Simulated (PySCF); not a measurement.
**CH5BClN (SMILES CNBCl) at SVWN5/def2-SVP**

Aim: the energy change on altering one bond length of CH5BClN at SVWN5/def2-SVP, from 2 runs. Input form: a Python script.

The calculation is run with PySCF 2.14.0.

1 further run of the same task is left out (set aside as unsound or not needed).

## (1) The system as given

CH5BClN: 9 atoms, total charge 0, spin state singlet. SMILES: `CNBCl`. Geometry: relaxed at PBE0-D4/def2-TZVP. This is one conformer, not always the lowest.

Bond lengths: C1–N2 1.445 Å, N2–B3 1.381 Å, B3–Cl4 1.771 Å, C1–H5 1.094 Å, C1–H6 1.094 Å, C1–H7 1.090 Å, N2–H8 1.009 Å, B3–H9 1.192 Å. Some angles: C1–N2–B3 126.0°, N2–B3–Cl4 119.6°, C1–N2–H8 115.0°, B3–N2–H8 119.0°, N2–C1–H5 111.4°, N2–C1–H6 111.4°, N2–C1–H7 109.2°, N2–B3–H9 121.5°, Cl4–B3–H9 118.9°, H5–C1–H6 108.3°.

## (2) The energy at SVWN5/def2-SVP

mol.xyz reads:

```xyz
9

C      0.510100     0.482100    -0.973400
N     -0.407900    -0.226000    -0.111700
B     -0.261100    -0.415200     1.248200
Cl    -1.495300    -1.314500     2.144800
H      0.907000    -0.170400    -1.756500
H      0.027900     1.338900    -1.452800
H      1.346700     0.849900    -0.380000
H     -1.220500    -0.605500    -0.573900
H      0.681600     0.014200     1.838200
```

input.py reads:

```python
# CNBCl
from pyscf import gto, dft

mol = gto.M(
    atom='mol.xyz',
    max_memory=1860,
    basis='def2-svp',
    verbose=3,
    spin=0,
)

myscf = dft.RKS(mol)
myscf.xc = 'svwn'
myscf.grids.level = 5
myscf.conv_tol = 1e-10
myscf.kernel()
if not myscf.converged:
    myscf = myscf.newton().run(myscf.mo_coeff, myscf.mo_occ)

energy = myscf.e_tot
print('E(%s) = %.9f' % ('SVWN5', energy))
```

Command:

```console
$ OMP_NUM_THREADS=1 python input.py
```

Output:

```text
converged SCF energy = -578.159609807848
E(SVWN5) = -578.159609808
```

It took 9 s on 1 thread of Intel Xeon Platinum 8223CL at 3.00GHz (Skylake/Cascade Lake), shared host; peak memory 0.28 GiB.

## (3) The distorted shape

input.py reads:

```python
from pyscf import gto, dft

molecule = gto.M(
    atom='''
C    0.488085   0.510473  -1.177338
N   -0.429915  -0.197627  -0.315638
B   -0.261100  -0.415200   1.248200
Cl  -1.495300  -1.314500   2.144800
H    0.884985  -0.142027  -1.960438
H    0.005885   1.367273  -1.656738
H    1.324685   0.878273  -0.583938
H   -1.242515  -0.577127  -0.777838
H    0.681600   0.014200   1.838200
''',
    verbose=3,
    basis='def2-svp',
    max_memory=1860,
)

mf = dft.RKS(molecule)
mf.xc = 'svwn'
mf.conv_tol = 1e-10
mf.grids.level = 5
mf.kernel()
if not mf.converged:
    mf = mf.newton().run(mf.mo_coeff, mf.mo_occ)

etot = mf.e_tot
print('E(%s) = %.9f' % ('SVWN5', etot))
```

Command:

```console
$ OMP_NUM_THREADS=1 python input.py
```

Output:

```text
converged SCF energy = -578.135537860309
E(SVWN5) = -578.135537860
```

Wall time 9.6 s (1 thread of Intel Xeon Platinum 8223CL at 3.00GHz (Skylake/Cascade Lake), shared host); peak memory 0.29 GiB.

## (4) What came out

At SVWN5/def2-SVP:

| quantity | value |
| --- | --- |
| first shape: total energy | -578.15961 Eh |
| first shape: dipole moment | 2.89 D |
| first shape: HOMO energy | -6.40 eV |
| first shape: LUMO energy | -0.55 eV |
| first shape: HOMO–LUMO gap | 5.85 eV |
| distorted shape: total energy | -578.13554 Eh |
| distorted shape: dipole moment | 2.20 D |
| distorted shape: HOMO energy | -5.88 eV |
| distorted shape: LUMO energy | -1.32 eV |
| distorted shape: HOMO–LUMO gap | 4.56 eV |
| energy change with the N2–B3 bond stretched from 1.381 to 1.588 Å | 0.655 eV |

With the N2–B3 bond stretched from 1.381 to 1.588 Å the energy rises by 0.66 eV (63.2 kJ/mol). The first shape isn't relaxed at this level, so the change isn't measured from a minimum. Mulliken charges (first shape) run from -0.17 on B3 to +0.15 on H8; they depend strongly on the basis. Mulliken charges (distorted shape) run from -0.22 on N2 to +0.16 on H8; they depend strongly on the basis.
